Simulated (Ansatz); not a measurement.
# CH₇GaSn: one species, many methods

How much do the methods differ for CH₇GaSn? The plan is to run it at one geometry with functionals of several rungs and with coupled cluster. The yardstick is the atomisation energy at the CCSD(T) limit.

Computed with Ansatz 0.2.0, Gaussian basis. Level: functionals in def2-TZVPP, the program's frozen cores in correlated methods.

Plan: LDA (SPW92), PBE-D4, revPBE-D4, BLYP-D4, r2SCAN-D4, B97M-V, PBE0-D4, B3LYP-D4, r2SCANh-D4, r2SCAN0-D4, HSE06-D4, BHLYP-D4, CAM-B3LYP-D4, LC-ωPBE, ωB97X-V, ωB97M-V, B2PLYP, PBE-QIDH; CCSD(T)/def2-SVP; CCSD(T)/def2-TZVPP; MP2/def2-QZVPP; extrapolation to the limit; RPA on PBE.

## 1. The relaxed structure

The geometry comes from an earlier relaxation with PBE0-D4 in a triple-zeta def2 set; it is a stationary point, not always the lowest conformer. Sn takes the def2 core potential; no spin-orbit term is included.

SMILES `[CH3][SnH2][GaH2]`, 10 atoms, charge 0, spin multiplicity 1.

Atoms are counted from 1 here; the program's logs count them from 0.

Bond lengths: C1–Sn2 2.149 Å, C1–H4 1.090 Å, C1–H5 1.090 Å, C1–H6 1.090 Å, Sn2–Ga3 2.622 Å, Sn2–H7 1.717 Å, Sn2–H8 1.717 Å, Ga3–H9 1.576 Å, Ga3–H10 1.574 Å. Angles: Sn2–C1–H4 109.9°, Sn2–C1–H5 110.0°, Sn2–C1–H6 110.0°, H4–C1–H5 109.1°, H4–C1–H6 109.1°, H5–C1–H6 108.9°, C1–Sn2–Ga3 113.9°, C1–Sn2–H7 107.9°, C1–Sn2–H8 108.0°, Ga3–Sn2–H7 110.2°, Ga3–Sn2–H8 110.6°, H7–Sn2–H8 106.0°, Sn2–Ga3–H9 121.1°, Sn2–Ga3–H10 120.9°, H9–Ga3–H10 118.0°.

## 2. LDA

This LDA is Slater exchange with PW92 correlation.

in.yaml

```yaml
crystal:
  periodic: [false, false, false]
  atoms:
    - {symbol: C, position_ang: [-1.630337, 0.570088, -0.523906]}
    - {symbol: Sn, position_ang: [0.239589, -0.482321, -0.646758]}
    - {symbol: Ga, position_ang: [1.786896, -0.142585, 1.442108]}
    - {symbol: H, position_ang: [-2.223335, 0.378238, -1.418308]}
    - {symbol: H, position_ang: [-2.188026, 0.236891, 0.351469]}
    - {symbol: H, position_ang: [-1.449635, 1.641829, -0.439898]}
    - {symbol: H, position_ang: [-0.106940, -2.150302, -0.863698]}
    - {symbol: H, position_ang: [1.039775, 0.025529, -2.078605]}
    - {symbol: H, position_ang: [1.310745, 0.711516, 2.677708]}
    - {symbol: H, position_ang: [3.221270, -0.788882, 1.499897]}
basis:
  gaussian: {orbitals: def2-TZVPP}
hamiltonian: {xc: lda}
output: {orbitals: {seedname: orbitals}}
```

After this run come: PBE-D4 (GGA); revPBE-D4 (GGA); BLYP-D4 (GGA); r2SCAN-D4 (meta-GGA); B97M-V (meta-GGA); PBE0-D4 (hybrid); B3LYP-D4 (hybrid); r2SCANh-D4 (hybrid); r2SCAN0-D4 (hybrid); HSE06-D4 (hybrid); BHLYP-D4 (hybrid); CAM-B3LYP-D4 (range-separated); LC-ωPBE (range-separated); ωB97X-V (range-separated); ωB97M-V (range-separated); B2PLYP (double hybrid); PBE-QIDH (double hybrid); CCSD(T) in def2-SVP; CCSD(T) in def2-TZVPP; MP2 in def2-QZVPP; RPA on PBE orbitals.

**Question.** What will the summary of the whole plan be? Wanted: atomisation energy, CCSD(T)/CBS; farthest beyond LDA; mean size of error, GGA; mean size of error, meta-GGA; mean size of error, hybrid; mean size of error, range-separated; mean size of error, double hybrid; gap, smallest and largest; T1 diagnostic.

As calculated:

| quantity | value |
| --- | --- |
| atomisation energy, CCSD(T)/CBS | 28.832 eV |
| functionals within 0.288 eV (1.0 %) | r2SCAN-D4, B97M-V, CAM-B3LYP-D4, ωB97X-V |
| farthest beyond LDA | revPBE-D4 (-1.001 eV) |
| mean size of error, GGA | 0.748 eV |
| mean size of error, meta-GGA | 0.191 eV |
| mean size of error, hybrid | 0.479 eV |
| mean size of error, range-separated | 0.243 eV |
| mean size of error, double hybrid | 0.593 eV |
| gap, smallest and largest | 3.13 eV (LDA (SPW92)), 9.54 eV (LC-ωPBE) |
| T1 diagnostic | 0.0127 |
| triples share of the correlation energy | 3.2 % |

What this shows: LDA overbinds by 3.181 eV (11 %). PBE-D4 misses by -0.452 eV. Double hybrids carry the basis error of their MP2 part in triple zeta, and no dispersion term here, so their miss is partly the set-up's. The rungs meta-GGA, range-separated miss on average by less than the doubt on the reference (0.288 eV), so they tie. The reference freezes the cores and leaves out spin-orbit coupling and excitations past (T), and its outer-core shells are covered unevenly, so misses under about 0.288 eV can't be ranked. All levels share the lack of spin-orbit coupling, which lowers the free heavy atoms and so the true binding. Hartree-Fock recovers 74 % of the binding; the rest is correlation. CCSD(T) in def2-SVP is off by -1.781 eV, which most functionals beat. The gap grows from 3.1 to 9.5 eV across the functionals, mostly with the share of exact exchange. Correlated methods include outer-core shells of Ga, Sn, which these sets cover unevenly.
